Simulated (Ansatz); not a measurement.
FGeH₃S, SMILES [F][GeH2][SH], an active-space calculation

With Ansatz 0.2.0 through its Python package.

Interactive session:
```pycon
>>> from dataclasses import dataclass
>>> import ansatz
>>> from ase import Atoms
>>> @dataclass
... class Settings:
...     basis: str = "def2-SVP"
...
>>> settings = Settings()
>>> atoms = Atoms(["F", "Ge", "S", "H", "H", "H"], positions=[
...     (-2.0199, 0.5282, 0.0546),
...     (-0.4337, 0.0415, -0.3035),
...     (0.7479, 0.1225, 1.5438),
...     (-0.3838, -1.3985, -0.844),
...     (0.2032, 0.9701, -1.3852),
...     (1.9284, -0.3279, 0.888),
... ])
>>> system = ansatz.Crystal.molecule_from_ase(atoms)
>>> model = system.calculation().basis(gaussian=settings.basis).correlation(active_electrons=4, active_orbitals=5)
>>> for method in [None, "sc_nevpt2"]:
...     summary = (model if method is None else model.correlation(method)).run().report
...     space = summary["configurations"]
...     state = space["states"][0]
...     print(method or "casscf", f"total {summary['free_energy_ev'] / 27.211386246:.6f} Ha, active-space state {state['energy']['hartree']:.6f} Ha, mean field {summary['reference_energy_ev'] / 27.211386246:.6f} Ha")
...     print("  determinants", state["n_determinants"], " natural occupations", [round(n, 3) for n in space["natural_occupations"]])
...
casscf total -2573.697441 Ha, active-space state -2573.697441 Ha, mean field -2573.659495 Ha
  determinants 100  natural occupations [1.977, 1.973, 0.022, 0.016, 0.011]
RunWarning: the results are in doubt because another end's mean lies 0.023 eV lower, and its corrected mean 0.122 eV higher
sc_nevpt2 total -2574.207268 Ha, active-space state -2573.696395 Ha, mean field -2573.659495 Ha
  determinants 100  natural occupations [1.973, 1.971, 0.029, 0.021, 0.006]
>>> print("effectively unpaired electrons, sum of min(n, 2 - n):", round(sum(min(n, 2 - n) for n in space["natural_occupations"]), 3))
effectively unpaired electrons, sum of min(n, 2 - n): 0.113
```

What to keep in mind:
- These settings explore the input space; basis and method may be short of convergence.
- Warnings are shown shortened and without file and line.
- The geometry is a force-field or estimated start, not a minimum of this method, and the basis set is short of its limit. The active space starts as a window about the frontier orbitals and is then optimised, not chosen by chemistry.
- A lower CASSCF solution was found and passed over, so the printed active-space state isn't the lowest.
- Wall time of the script: 18 s on 1 thread of Arm Neoverse V2, with other jobs on the host, peak memory 0.28 GiB.

(Lines on the test bed's own set-up are left out of the output.)
